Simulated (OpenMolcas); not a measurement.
# Nd³⁺ among point charges: CASSCF levels and susceptibility

Aim: the splitting of the states of Nd³⁺ in the field of 7 point charges, its lowest levels with spin-orbit coupling and its magnetic susceptibility.

Method: state-averaged CASSCF, spin-orbit coupling by RASSI with atomic mean-field integrals. Code: OpenMolcas 26.06.

## 1. Starting point

- Species: Nd³⁺ (neodymium, Z = 60, 57 electrons)
- Basis: ANO-RCC-VDZP [7s6p4d2f1g], 68 functions
- Scalar Hamiltonian: DKH2, point nucleus
- Inactive shells: 1s 2s 2p 3s 3p 3d 4s 4p 4d 5s 5p
- Active space: 3 electrons in 7 orbitals (4f)
- Some configurations of this space: 4f³
- Orbitals: optimised for the highest spin of each parity, averaged over all roots

The outer shells:

4f3
```
4f [↑ ][↑ ][↑ ][  ][  ][  ][  ]
```

The ion sits among 7 point charges of -0.75 e arranged as a pentagonal bipyramid (D5h), 2.44 Å from the ion, with the axial distance 2.269 Å.

Each step is its own input file, run in one work folder so that later steps find the files of earlier ones. Labels, J, g values, rates, χT and fits are worked out afterwards by a script from the matrices that RASSI stores.

## 2. GATEWAY and SEWARD: basis and integrals

a.inp reads:

```
&GATEWAY
Coord
1

Nd 0.0 0.0 0.0
Basis=ANO-RCC-VDZP
Group=NoSym
NoMove
AngMom=0.0 0.0 0.0
AMFI
XField
7 Angstrom 0
2.440000 0.000000 0.000000 -0.750000
0.754001 2.320578 0.000000 -0.750000
-1.974001 1.434196 0.000000 -0.750000
-1.974001 -1.434196 0.000000 -0.750000
0.754001 -2.320578 0.000000 -0.750000
0.000000 0.000000 2.269200 -0.750000
0.000000 0.000000 -2.269200 -0.750000
&SEWARD
```

Started as:

```bash
$ OMP_NUM_THREADS=1 MOLCAS_MEM=2252 MOLCAS_PROJECT=a pymolcas a.inp > a.log
```

## 3. CASSCF: quartets, 35 roots

a.inp reads:

```
&RASSCF
FileOrb=start.orb
Symmetry=1
Spin=4
nActEl=3 0 0
Inactive=27
Ras2=7
CIRoot=35 35 1
SDav=35
CIMx=300
Iter=120 100
PrWF=0.3
OrbListing=Nothing
MaxOrb=0
>>> COPY $Project.JobIph JOB001
```

start.orb holds the contracted functions of the basis, ordered by shell, or the orbitals of the step before.

## 4. CASSCF: doublets, 112 roots

a.inp reads:

```
&RASSCF
FileOrb=start.orb
Symmetry=1
Spin=2
nActEl=3 0 0
Inactive=27
Ras2=7
CIRoot=112 112 1
SDav=112
CIMx=300
Iter=120 100
PrWF=0.3
OrbListing=Nothing
MaxOrb=0
CIOnly
>>> COPY $Project.JobIph JOB002
```

## 5. RASSI: spin-orbit coupling between the states

a.inp reads:

```
&RASSI
NrOfJobIphs=2 35 89
1 2 3 4 5 6 7 8 9 10 11 12 13 14 15 16 17 18 19 20 21 22 23 24 25 26 27
28 29 30 31 32 33 34 35
1 2 3 4 5 6 7 8 9 10 11 12 13 14 15 16 17 18 19 20 21 22 23 24 25 26 27
28 29 30 31 32 33 34 35 36 37 38 39 40 41 42 43 44 45 46 47 48 49 50 51
52 53 54 55 56 57 58 59 60 61 62 63 64 65 66 67 68 69 70 71 72 73 74 75
76 77 78 79 80 81 82 83 84 85 86 87 88 89
IphNames
JOB001
JOB002
EJob
SpinOrbit
DIPRint=1.0
SOCoupling=1000.0
Subsets=2
Property=9
'ANGMOM' 1 'ANGMOM' 2 'ANGMOM' 3 'MLTPL  1' 1 'MLTPL  1' 2 'MLTPL  1' 3
'AMFI' 1 'AMFI' 2 'AMFI' 3
SOProperty=3
'ANGMOM' 1 'ANGMOM' 2 'ANGMOM' 3
```

**Question.** What will these runs give? Wanted: spin-free ground state; first state of the same spin within the active space; lowest level; next level.

As calculated:

```
                                            quantity                                value
                                              method                               CASSCF
                              spin-free ground state  quartet, 2-fold in its orbital part
first state of the same spin within the active space                 quartet at 29.3 cm⁻¹
                                        lowest level         2-fold, g = 0.00, 0.00, 6.52
                                          next level                             7.0 cm⁻¹
                                         χT at 300 K                       1.70 cm³ K/mol
                           effective moment at 300 K                              3.68 μB
```

In words: The spin-free ground state (quartet) comes to 100 % from free-ion I terms and keeps the highest spin of the shell. The doublets rest on orbitals optimised for another spin in at least one step, which raises them against the optimised states. Not all states of the active space went into the spin-orbit step. High states of lower spin are left out of the spin-orbit mixing, and CASSCF puts spin-flip levels too high. This is an electrostatic model: the charges have no orbitals.
